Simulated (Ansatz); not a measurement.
**ClHMoO₃: small, medium and large basis sets**

The task here is to estimate one member of a computed series from the others.

Computed with Ansatz 0.2.0, Gaussian basis. Level: one geometry, several basis sets.

Levels to be run: PBE0-D4/def2-SVP; ωB97M-V/def2-SVP; PBE0-D4/def2-QZVPP; ωB97M-V/def2-QZVPP; the functionals' def2-TZVPP values are taken from earlier runs.

### Structure used throughout

All runs share one geometry, relaxed beforehand with PBE0-D4 in a triple-zeta def2 set. Mo takes the def2 core potential; no spin-orbit term is included.

6 atoms, charge 0, spin multiplicity 1.

Atoms are counted from 1 here; the program's logs count them from 0.

Bond lengths: O1–Mo2 1.669 Å, Mo2–O3 1.669 Å, Mo2–O4 1.860 Å, Mo2–Cl5 2.254 Å, O4–H6 0.962 Å. Angles: O1–Mo2–O3 108.0°, O1–Mo2–O4 109.0°, O1–Mo2–Cl5 109.7°, O3–Mo2–O4 110.3°, O3–Mo2–Cl5 109.1°, O4–Mo2–Cl5 110.6°, Mo2–O4–H6 124.3°.

The first run:

in.yaml

```yaml
crystal:
  periodic: [false, false, false]
  atoms:
    - {symbol: O, position_ang: [1.278837, -1.041280, 1.055464]}
    - {symbol: Mo, position_ang: [0.301851, -0.293822, -0.072322]}
    - {symbol: O, position_ang: [-0.647082, -1.464848, -0.789512]}
    - {symbol: O, position_ang: [-0.764708, 0.964392, 0.787420]}
    - {symbol: Cl, position_ang: [1.578013, 0.690367, -1.648794]}
    - {symbol: H, position_ang: [-1.704711, 1.081091, 0.621644]}
basis:
  gaussian: {orbitals: def2-SVP}
hamiltonian: {xc: pbe0, dispersion: d4}
output: {orbitals: {seedname: orbitals}}
```

Launch:

```sh
$ ansatz run in.yaml --threads 4 --pin off --events-out ev --progress --plain --max-ram 10444MiB
```

Steps of the session up to this table: PBE0-D4 in def2-SVP; ωB97M-V in def2-SVP; PBE0-D4 in def2-QZVPP; ωB97M-V in def2-QZVPP.

One table of the session follows, with a row left open; its other results are not shown here.

It belongs to the step «Density functionals: the series». 

```
functional       basis  HOMO (eV)  LUMO (eV)
   PBE0-D4    def2-SVP      -9.56      -2.95
   PBE0-D4  def2-TZVPP      -9.57      -2.95
   PBE0-D4  def2-QZVPP      -9.58      -2.97
   ωB97M-V    def2-SVP     -11.82      -0.79
   ωB97M-V  def2-TZVPP     -11.88      -0.82
   ωB97M-V  def2-QZVPP          ?          ?
```

**Question.** Estimate the row for ωB97M-V, def2-QZVPP.

The run gave: HOMO (eV): -11.91; LUMO (eV): -0.86. In the column «HOMO (eV)» it is the lowest.
